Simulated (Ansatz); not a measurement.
# C₃H₅AlF₂: a ladder of functionals and wavefunction methods

One table from this session's results is given with a row withheld; the runs are named, their logs left out.

Computed with Ansatz 0.2.0, Gaussian basis. Level: functionals in def2-TZVPP, the program's frozen cores in correlated methods.

Plan: LDA (SPW92), PBE-D4, revPBE-D4, BLYP-D4, r2SCAN-D4, B97M-V, PBE0-D4, B3LYP-D4, r2SCANh-D4, r2SCAN0-D4, HSE06-D4, BHLYP-D4, CAM-B3LYP-D4, LC-ωPBE, ωB97X-V, ωB97M-V, B2PLYP, PBE-QIDH; CCSD(T)/def2-SVP; CCSD(T)/def2-TZVPP; MP2/def2-QZVPP; extrapolation to the limit; RPA on PBE.

### Structure used throughout

The geometry comes from an earlier relaxation with PBE0-D4 in a triple-zeta def2 set; it is a stationary point, not always the lowest conformer.

SMILES `C=C[CH2][Al]([F])[F]`, 11 atoms, charge 0, spin multiplicity 1.

Atoms are counted from 1 here; the program's logs count them from 0.

Bond lengths: C1–C2 1.343 Å, C1–H7 1.082 Å, C1–H8 1.087 Å, C2–C3 1.492 Å, C2–H9 1.088 Å, C3–Al4 1.937 Å, C3–H10 1.085 Å, C3–H11 1.091 Å, Al4–F5 1.645 Å, Al4–F6 1.646 Å. Angles: C2–C1–H7 121.1°, C2–C1–H8 121.8°, H7–C1–H8 117.0°, C1–C2–C3 125.0°, C1–C2–H9 117.8°, C3–C2–H9 116.5°, C2–C3–Al4 84.0°, C2–C3–H10 113.8°, C2–C3–H11 113.3°, Al4–C3–H10 120.7°, Al4–C3–H11 110.8°, H10–C3–H11 111.6°, C3–Al4–F5 122.1°, C3–Al4–F6 120.2°, F5–Al4–F6 117.7°.

The first run:

Input file in.yaml:

```yaml
crystal:
  periodic: [false, false, false]
  atoms:
    - {symbol: C, position_ang: [-0.969246, -0.348222, -1.085202]}
    - {symbol: C, position_ang: [-0.205869, -0.909690, -0.132970]}
    - {symbol: C, position_ang: [0.048708, -0.323610, 1.214936]}
    - {symbol: Al, position_ang: [0.954866, 1.067167, 0.216496]}
    - {symbol: F, position_ang: [2.486820, 0.878492, -0.351771]}
    - {symbol: F, position_ang: [0.216973, 2.515864, -0.041310]}
    - {symbol: H, position_ang: [-1.020866, -0.770115, -2.080428]}
    - {symbol: H, position_ang: [-1.593673, 0.518681, -0.882668]}
    - {symbol: H, position_ang: [0.396386, -1.773090, -0.409499]}
    - {symbol: H, position_ang: [0.601829, -0.978784, 1.879834]}
    - {symbol: H, position_ang: [-0.850428, 0.066208, 1.693283]}
basis:
  gaussian: {orbitals: def2-TZVPP}
hamiltonian: {xc: lda}
output: {orbitals: {seedname: orbitals}}
```

Launch:

```console
$ ansatz run in.yaml --threads 4 --pin off --events-out ev --progress --plain --max-ram 10444MiB
```

Steps of the session up to this table: LDA; PBE-D4 (GGA); revPBE-D4 (GGA); BLYP-D4 (GGA); r2SCAN-D4 (meta-GGA); B97M-V (meta-GGA); B3LYP-D4 (hybrid); r2SCANh-D4 (hybrid); r2SCAN0-D4 (hybrid); HSE06-D4 (hybrid); BHLYP-D4 (hybrid); CAM-B3LYP-D4 (range-separated); LC-ωPBE (range-separated); ωB97X-V (range-separated); ωB97M-V (range-separated); B2PLYP (double hybrid); PBE-QIDH (double hybrid).

One of the session's tables, all rows but one given; the rest of the session is left out.

It belongs to the step «Frontier levels by functional». 

| functional | HOMO (eV) | gap (eV) |
| --- | --- | --- |
| LDA (SPW92) | -6.48 | 4.27 |
| PBE-D4 | -6.29 | 4.34 |
| revPBE-D4 | -6.22 | 4.38 |
| BLYP-D4 | -6.14 | 4.31 |
| r2SCAN-D4 | -6.48 | 4.77 |
| B97M-V | -6.50 | 4.80 |
| PBE0-D4 | -7.39 | 6.36 |
| B3LYP-D4 | -7.18 | 5.92 |
| r2SCANh-D4 | -6.89 | 5.52 |
| r2SCAN0-D4 | -7.51 | 6.63 |
| HSE06-D4 | -6.99 | 5.59 |
| BHLYP-D4 | -8.35 | 8.29 |
| CAM-B3LYP-D4 | ? | ? |
| LC-ωPBE | -9.99 | 11.19 |
| ωB97X-V | -9.62 | 10.72 |
| ωB97M-V | -9.51 | 10.39 |

Q: Estimate the row for CAM-B3LYP-D4 from the others.

As computed: HOMO (eV): -8.67; gap (eV): 8.69. In the column «HOMO (eV)» it lies between ωB97M-V (-9.51) and BHLYP-D4 (-8.35).
